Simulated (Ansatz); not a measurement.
# Ta5F2: the cost of one run

Program: Ansatz 0.2.0. Level of theory: DFT PBEsol, scalar-relativistic, plane waves, PAW. These are calculated values, not measurements.

3 further runs of the same task are left out: 3 set aside as unsound or not needed. Runs told in other sessions of the task aren't counted.

## Step 1: The starting structure

The structure is tetragonal, space group P4mm (No. 99). The conventional cell has a = 3.281 Å, b = 3.281 Å, c = 23.561 Å, α = 90.00°, β = 90.00°, γ = 90.00°. Around Ta (site symmetry 4mm) lie 4 Ta at 2.84 Å. Around Ta (site symmetry 4mm) lie 8 Ta at 2.84 Å. Ta (site symmetry 4mm) is surrounded by 9 Ta at 2.84 to 3.08 Å. Around Ta (site symmetry 4mm) lie 8 Ta at 2.71 to 2.86 Å. Around Ta (site symmetry 4mm) lie 5 Ta at 2.71 to 3.08 Å.

Coordinates:

```
Ta
1.0
     3.28052    0.00000    0.00000
     0.00000    3.28052    0.00000
     0.00000    0.00000   23.56104
Ta
5
Direct
  0.50000 0.50000 0.36077
  0.00000 0.00000 0.43038
  0.50000 0.50000 0.50029
  0.00000 0.00000 0.57102
  0.50000 0.50000 0.63087
```

Miller indices refer to the conventional cell of the relaxed bulk, Im-3m (No. 229): a = 3.281 Å, b = 3.281 Å, c = 3.281 Å, α = 90.00°, β = 90.00°, γ = 90.00°.

It is a (100) slab, 6.6 Å thick as cut, with 17 Å of vacuum; its outer planes are Ta (top) and Ta (bottom). An earlier relaxation, lower half held, gave -49028.5798 eV, work function 3.83 eV (top face), 4.08 eV (bottom face), dipole along +c 0.015 e·Å per cell.

## Step 2: F2 at the top (Ta) site

input.yaml

```yaml
crystal:
  lattice:
    - [3.2805195245, 0.0, 0.0]
    - [0.0, 3.2805195245, 0.0]
    - [0.0, 0.0, 26.311039049]
  atoms:
    - { symbol: Ta, position: [0.5, 0.5, 0.3230583173] }
    - { symbol: Ta, position: [0.0, 0.0, 0.3853994418] }
    - { symbol: Ta, position: [0.5, 0.5, 0.4479962182] }
    - { symbol: Ta, position: [0.0, 0.0, 0.5113336459] }
    - { symbol: Ta, position: [0.5, 0.5, 0.564933888] }
    - { symbol: F, position: [0.5, 0.5, 0.6743936473] }
    - { symbol: F, position: [0.6909007978, 0.8120310783, 0.7028987929] }
basis:
  ecutwfc: 420
kpoints:
  mp_grid: { grid: [9, 9, 1] }
hamiltonian:
  xc: pbesol
scf:
  occupations: { method: gaussian, width: 0.1 }
output:
  forces: true
  eigenvalues: true
  write_density: true
  write_potential: true
  elf: true
  volumetric_format: npy
relax:
  adjacent_minimum: "off"
  f_tol: 0.03
  max_steps: 70
  constraints: [{ sites: [0, 1] }]
efield:
  axis: 3
  dipole_correction: true
  ramp_width: 0.04
```

Launch:

```console
ansatz run input.yaml --threads 2 --pin off --max-ram 5120MiB --backend cpu --events-out ev --progress --plain --runs-dir out
```

**Question.** How long does this run take on 2 threads of Arm Neoverse V2, shared host, and how much memory does it need?

About 15 min, with a peak of 0.76 GiB.
